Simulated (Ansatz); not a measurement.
# CH7AlGeS: up Jacob's ladder to CCSD(T)

One table from this session's results is given with a row withheld; the runs are named, their logs left out.

Method: functionals in def2-TZVPP, the program's frozen cores in correlated methods; program: Ansatz 0.2.0, Gaussian basis.

Plan: PBE-D4, r2SCAN-D4, PBE0-D4, B3LYP-D4, ωB97X-V, ωB97M-V, B2PLYP; CCSD(T)/def2-TZVPP; MP2/def2-QZVPP; extrapolation to the limit.

## Structure used throughout

The geometry comes from an earlier relaxation with PBE0-D4 in a triple-zeta def2 set; it is a stationary point, not always the lowest conformer.

11 atoms, charge 0, spin multiplicity 1.

Atoms are counted from 1 here; the program's logs count them from 0.

Bond lengths: C1–S2 1.820 Å, C1–H5 1.089 Å, C1–H6 1.089 Å, C1–H7 1.089 Å, S2–Al3 2.170 Å, Al3–Ge4 2.476 Å, Al3–H8 1.583 Å, Ge4–H9 1.542 Å, Ge4–H10 1.542 Å, Ge4–H11 1.540 Å. Angles: S2–C1–H5 109.4°, S2–C1–H6 107.9°, S2–C1–H7 112.0°, H5–C1–H6 109.2°, H5–C1–H7 109.4°, H6–C1–H7 108.9°, C1–S2–Al3 104.8°, S2–Al3–Ge4 120.3°, S2–Al3–H8 115.0°, Ge4–Al3–H8 124.6°, Al3–Ge4–H9 111.3°, Al3–Ge4–H10 112.8°, Al3–Ge4–H11 112.2°, H9–Ge4–H10 106.3°, H9–Ge4–H11 106.9°, H10–Ge4–H11 106.9°.

The first run:

The input, in.yaml:

```yaml
crystal:
  periodic: [false, false, false]
  atoms:
    - {symbol: C, position_ang: [-0.436635, 1.855795, 0.765512]}
    - {symbol: S, position_ang: [-0.006986, 0.677310, 2.084389]}
    - {symbol: Al, position_ang: [0.399204, -1.188149, 1.052245]}
    - {symbol: Ge, position_ang: [0.259515, -1.307112, -1.417039]}
    - {symbol: H, position_ang: [-1.516336, 1.997614, 0.743777]}
    - {symbol: H, position_ang: [0.044286, 2.805609, 0.996635]}
    - {symbol: H, position_ang: [-0.095781, 1.516929, -0.211971]}
    - {symbol: H, position_ang: [0.768648, -2.407007, 1.992442]}
    - {symbol: H, position_ang: [-1.199016, -1.477050, -1.889203]}
    - {symbol: H, position_ang: [0.792055, -0.035519, -2.108706]}
    - {symbol: H, position_ang: [1.056344, -2.495418, -1.987582]}
basis:
  gaussian: {orbitals: def2-TZVPP}
hamiltonian: {xc: pbe, dispersion: d4}
output: {forces: true, orbitals: {seedname: orbitals}}
```

The run is started by

```
$ ansatz run in.yaml --threads 4 --pin off --events-out ev --progress --plain --max-ram 10444MiB
```

Among the steps run: PBE-D4 (GGA); r2SCAN-D4 (meta-GGA); PBE0-D4 (hybrid); B3LYP-D4 (hybrid); ωB97X-V (range-separated); ωB97M-V (range-separated); B2PLYP (double hybrid); CCSD(T) in def2-TZVPP; MP2 in def2-QZVPP.

One table of the session follows, with a row left open; its other results are not shown here.

It belongs to the step «Atomisation energies». 

| method | atomisation energy (kcal/mol) |
| --- | --- |
| PBE-D4 | 793.8 |
| r2SCAN-D4 | 797.2 |
| PBE0-D4 | 789.0 |
| B3LYP-D4 | 789.5 |
| ωB97X-V | 798.7 |
| ωB97M-V | 792.8 |
| B2PLYP | ? |
| HF/def2-TZVPP | 589.3 |
| MP2/def2-TZVPP | 775.4 |
| CCSD/def2-TZVPP | 768.0 |
| CCSD(T)/def2-TZVPP | 777.8 |
| MP2/CBS | 793.8 |
| CCSD(T)/CBS | 796.2 |

Estimate the missing values for B2PLYP.

The run gave: atomisation energy (kcal/mol): 780.3. In the column «atomisation energy (kcal/mol)» it lies between CCSD(T)/def2-TZVPP (777.8) and PBE0-D4 (789.0).
